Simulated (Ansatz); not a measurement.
# CH₄FNSSi: how energies converge with the basis set

One table from this session's results is given with a row withheld; the runs are named, their logs left out.

Program: Ansatz 0.2.0, Gaussian basis. Level of theory: one geometry, several basis sets. These are calculated values, not measurements.

The runs, in order: PBE0-D4/def2-SVP; ωB97M-V/def2-SVP; PBE0-D4/def2-QZVPP; ωB97M-V/def2-QZVPP; the functionals' def2-TZVPP values are taken from earlier runs.

## Structure used throughout

An earlier PBE0-D4 in a triple-zeta def2 set relaxation fixed the geometry.

9 atoms, charge 0, spin multiplicity 1.

Atoms are counted from 1 here; the program's logs count them from 0.

Bond lengths: F1–Si2 1.621 Å, Si2–N3 1.713 Å, N3–C4 1.431 Å, N3–H7 1.013 Å, C4–S5 1.831 Å, C4–H6 1.093 Å, C4–H8 1.092 Å, S5–H9 1.343 Å. Angles: F1–Si2–N3 98.1°, Si2–N3–C4 123.9°, Si2–N3–H7 121.7°, C4–N3–H7 114.3°, N3–C4–S5 109.6°, N3–C4–H6 108.9°, N3–C4–H8 111.9°, S5–C4–H6 109.4°, S5–C4–H8 108.4°, H6–C4–H8 108.6°, C4–S5–H9 96.7°.

Set-up of the first run:

in.yaml reads:

```yaml
crystal:
  periodic: [false, false, false]
  atoms:
    - {symbol: F, position_ang: [1.817265, 0.094954, -2.678273]}
    - {symbol: Si, position_ang: [0.737734, 0.973842, -1.848587]}
    - {symbol: N, position_ang: [0.325312, -0.200117, -0.671675]}
    - {symbol: C, position_ang: [-0.604451, 0.028511, 0.391570]}
    - {symbol: S, position_ang: [0.286973, 0.069681, 1.990781]}
    - {symbol: H, position_ang: [-1.101053, 0.987986, 0.227043]}
    - {symbol: H, position_ang: [0.776148, -1.106622, -0.643768]}
    - {symbol: H, position_ang: [-1.365555, -0.752479, 0.442085]}
    - {symbol: H, position_ang: [-0.783873, -0.142058, 2.773725]}
basis:
  gaussian: {orbitals: def2-SVP}
hamiltonian: {xc: pbe0, dispersion: d4}
output: {orbitals: {seedname: orbitals}}
```

The run is started by

```console
$ ansatz run in.yaml --threads 4 --pin off --events-out ev --progress --plain --max-ram 10444MiB
```

Among the steps run: PBE0-D4 in def2-SVP; ωB97M-V in def2-SVP; PBE0-D4 in def2-QZVPP; ωB97M-V in def2-QZVPP.

One of the session's tables, all rows but one given; the rest of the session is left out.

It belongs to the step «Density functionals: the series». 

| functional | basis | HOMO (eV) |
| --- | --- | --- |
| PBE0-D4 | def2-SVP | -6.93 |
| PBE0-D4 | def2-TZVPP | -7.10 |
| PBE0-D4 | def2-QZVPP | ? |
| ωB97M-V | def2-SVP | -9.12 |
| ωB97M-V | def2-TZVPP | -9.31 |
| ωB97M-V | def2-QZVPP | -9.37 |

**Question.** Estimate the row for PBE0-D4, def2-QZVPP.

**Answer.** HOMO (eV): -7.15. In the column «HOMO (eV)» it lies between ωB97M-V, def2-SVP (-9.12) and PBE0-D4, def2-TZVPP (-7.10).
